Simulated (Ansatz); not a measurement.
Task: a ladder of methods at one geometry of C3H7AlO, SMILES O[CH]1C[CH2][AlH]1, with Ansatz 0.2.0 through its Python package. Give the script and its output. Settings (for the species named): LDA, def2-SVP basis, multiplicity 1. The script varies functional: lda, revpbe, pbe0, b3lyp, lc_wpbe, blyp.

```xyz
12

O    -1.7026    0.5480    0.8626
C    -0.3649    0.5042    0.7027
C     0.0456   -0.9336    0.4509
C     0.6538   -0.8251   -0.9749
Al    0.2285    1.1092   -1.1180
H    -1.9471    1.5623    1.0418
H     0.2088    0.9824    1.5563
H     0.9415   -1.2018    1.1481
H    -0.7613   -1.6383    0.5922
H     1.6609   -1.0821   -1.0374
H    -0.0598   -1.4219   -1.6527
H     1.1735    2.3415   -1.5377
```

Script `c3h7alo_methods.py`:
```python
'''C3H7AlO at several levels of theory.'''

from pathlib import Path
import logging
import sys

import ansatz as az
import numpy as np

logging.basicConfig(stream=sys.stdout, format='%(levelname)s:%(name)s:%(message)s')
log = logging.getLogger('run')
log.setLevel(logging.INFO)

SETTINGS = {
    'basis': 'def2-SVP',
}

geometry_ang = [
    ('O', [-1.7026, 0.548, 0.8626]),
    ('C', [-0.3649, 0.5042, 0.7027]),
    ('C', [0.0456, -0.9336, 0.4509]),
    ('C', [0.6538, -0.8251, -0.9749]),
    ('Al', [0.2285, 1.1092, -1.118]),
    ('H', [-1.9471, 1.5623, 1.0418]),
    ('H', [0.2088, 0.9824, 1.5563]),
    ('H', [0.9415, -1.2018, 1.1481]),
    ('H', [-0.7613, -1.6383, 0.5922]),
    ('H', [1.6609, -1.0821, -1.0374]),
    ('H', [-0.0598, -1.4219, -1.6527]),
    ('H', [1.1735, 2.3415, -1.5377]),
]
mol = az.Crystal.molecule()
for symbol, xyz in geometry_ang:
    mol = mol.atom(symbol, xyz)

calc = mol.calculation().basis(gaussian=SETTINGS['basis']).accuracy('medium')

log.info('functional    E (Ha)        dipole (D)   HOMO (eV)  LUMO (eV)')
for name in ['lda', 'revpbe', 'pbe0', 'b3lyp', 'lc_wpbe', 'blyp']:
    data = calc.functional(name).forces().orbitals().run(runs_dir='runs').report
    lines = Path(data['orbitals_path']).read_text().splitlines()
    field_of = lambda key: [line.split('=')[1].strip() for line in lines if line.startswith(key)]
    orbitals = [(27.211386 * float(e), s, float(n)) for e, s, n in zip(field_of('Ene='), field_of('Spin='), field_of('Occup='))]
    homo = max(e for e, _, n in orbitals if n > 0.5)
    lumo = min(e for e, _, n in orbitals if n < 0.5)
    dipole = 4.803205 * np.linalg.norm(data['charge_distribution']['dipole_moment_e_ang'])
    log.info(f'{name:10s} {data["free_energy_ev"] / 27.211386246:14.6f} {dipole:9.3f} {homo:11.3f} {lumo:10.3f}')
```

```console
$ python c3h7alo_methods.py
INFO:run:functional    E (Ha)        dipole (D)   HOMO (eV)  LUMO (eV)
INFO:run:lda           -433.152323     1.578      -4.056     -2.971
INFO:run:revpbe        -435.744762     1.659      -3.926     -2.720
INFO:run:pbe0          -435.519485     1.959      -5.239     -2.091
INFO:run:b3lyp         -435.877796     1.910      -5.036     -2.307
INFO:run:lc_wpbe       -435.655598     2.277      -7.851     -0.055
INFO:run:blyp          -435.768226     1.639      -3.856     -2.704
```

These settings explore the input space; basis and method may be short of convergence. The geometry is a force-field or estimated start, not a minimum of this method, and the basis set is short of its limit. A lower total doesn't mark the better method: functionals have no common bound, and MP2 and coupled cluster aren't variational. b3lyp holds the VWN-RPA fit, as in Gaussian; the form of ORCA and Turbomole is b3lyp5. Levels such as HOMO and LUMO are orbital energies: with these approximate functionals they aren't the ionisation energy and electron affinity, and their gap isn't the fundamental gap. Hardware and time: 31 s on 1 thread of Arm Neoverse V1, with other jobs on the host, peak memory 0.29 GiB.
